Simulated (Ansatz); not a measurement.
# GePt2: a strain scan

The task, for GePt2: strain the cell along the Voigt pattern (1, 1, 0, 0, 0, 0).

Method: DFT r2SCAN, scalar-relativistic, plane waves, PAW, in Ansatz 0.2.0.

## (1) Starting point

It takes space group P-62m (No. 189, hexagonal). Conventional cell: a = 6.724 Å, b = 6.724 Å, c = 3.557 Å, α = 90.00°, β = 90.00°, γ = 120.00°. Around Ge (site symmetry -6) lie 9 Pt at 2.43 to 2.76 Å. Ge (site symmetry -62m) has 9 Pt at 2.54 to 2.60 Å as nearest neighbours. Pt (site symmetry m2m) is surrounded by 5 Ge at 2.54 to 2.76 Å and 6 Pt at 2.89 to 2.90 Å. Pt (site symmetry m2m) is surrounded by 4 Ge at 2.43 to 2.60 Å.

Coordinates:

```
Ge Pt
1.0
     6.72408    0.00000    0.00000
    -3.36204    5.82322    0.00000
     0.00000    0.00000    3.55681
Ge Pt
3 6
Direct
  0.66667 0.33333 0.00000
  0.33333 0.66667 0.00000
  0.00000 0.00000 0.50000
  0.62153 0.00000 0.50000
  0.37847 0.37847 0.50000
  0.00000 0.62153 0.50000
  0.00000 0.28252 0.00000
  0.71748 0.71748 0.00000
  0.28252 0.00000 0.00000
```

It goes back to an entry of the Materials Project, which need not be the stable form.

This cell was relaxed beforehand with the same method: volume 15.47 Å³/atom, gap on the mesh none (metal).

## (2) The reference cell

The reference gives a free energy of -88132.6892 eV, pressure 0.00 GPa, largest force 0.024 eV/Å and gap on the mesh none (metal). It was computed beforehand with the settings of the runs below.

## (3) Next: a strain scan

The cell is strained by ε times the Voigt pattern (1, 1, 0, 0, 0, 0) (xx, yy, zz, yz, xz, xy; engineering shear), with fractional coordinates fixed (clamped ions). The stress on the pattern is the sum of the stress components weighted by it, tension positive.

## (4) ε = -0.1500

input.yaml

```yaml
crystal:
  lattice:
    - [5.7154653506, 0.0, 0.0]
    - [-2.8577326753, 4.949738188, 0.0]
    - [0.0, 0.0, 3.5568102722]
  atoms:
    - { symbol: Ge, position: [0.6666666667, 0.3333333333, 0.0] }
    - { symbol: Ge, position: [0.3333333333, 0.6666666667, 0.0] }
    - { symbol: Ge, position: [0.0, 0.0, 0.5] }
    - { symbol: Pt, position: [0.6215256349, 0.0, 0.5] }
    - { symbol: Pt, position: [0.3784743651, 0.3784743651, 0.5] }
    - { symbol: Pt, position: [0.0, 0.6215256349, 0.5] }
    - { symbol: Pt, position: [0.0, 0.2825199545, 0.0] }
    - { symbol: Pt, position: [0.7174800455, 0.7174800455, 0.0] }
    - { symbol: Pt, position: [0.2825199545, 0.0, 0.0] }
basis:
  ecutwfc: 500
kpoints:
  mp_grid: { grid: [6, 6, 12] }
hamiltonian:
  xc: r2scan
scf:
  occupations: { method: gaussian, width: 0.15 }
output:
  forces: true
  stress: true
  eigenvalues: true
  write_density: true
  write_potential: true
  elf: true
  volumetric_format: npy
```

The run is started by

```
$ ansatz run input.yaml --threads 2 --pin off --max-ram 5120MiB --backend cpu --events-out ev --progress --plain --runs-dir out
```

## (5) Point ε = 0.1125

Changes to input.yaml since step 4:

```diff
@@ -2,4 +2,4 @@
   lattice:
-    - [5.7154653506, 0.0, 0.0]
-    - [-2.8577326753, 4.949738188, 0.0]
+    - [7.4805355324, 0.0, 0.0]
+    - [-3.7402677662, 6.4783338049, 0.0]
     - [0.0, 0.0, 3.5568102722]
@@ -27,5 +27 @@
   eigenvalues: true
-  write_density: true
-  write_potential: true
-  elf: true
-  volumetric_format: npy
```

## (6) At ε = -0.0750

Changes to input.yaml since step 5:

```diff
@@ -2,4 +2,4 @@
   lattice:
-    - [7.4805355324, 0.0, 0.0]
-    - [-3.7402677662, 6.4783338049, 0.0]
+    - [6.2197711168, 0.0, 0.0]
+    - [-3.1098855584, 5.3864797929, 0.0]
     - [0.0, 0.0, 3.5568102722]
```

## (7) At ε = 0.0375

Changes to input.yaml since step 6:

```diff
@@ -2,4 +2,4 @@
   lattice:
-    - [6.2197711168, 0.0, 0.0]
-    - [-3.1098855584, 5.3864797929, 0.0]
+    - [6.9762297661, 0.0, 0.0]
+    - [-3.4881148831, 6.0415922001, 0.0]
     - [0.0, 0.0, 3.5568102722]
@@ -27 +27,5 @@
   eigenvalues: true
+  write_density: true
+  write_potential: true
+  elf: true
+  volumetric_format: npy
```

(Steps that only read results are left out.)

Q: Predict the outcome of this session. Wanted: slope of the stress at ε = 0, from the points at -0.0750, 0 and 0.0375.

**Answer**, as computed:

| quantity | value |
| --- | --- |
| slope of the stress at ε = 0, from the points at -0.0750, 0 and 0.0375 | 1098 GPa |

From the stress slope, C11 + C22 + 2 C12 is about 1098 GPa with the ions clamped; letting the atoms relax could not make it stiffer. The step is wide, so higher orders mix in. The undisturbed cell stays the lowest of the sampled points. The runs treat Pt without spin-orbit coupling.
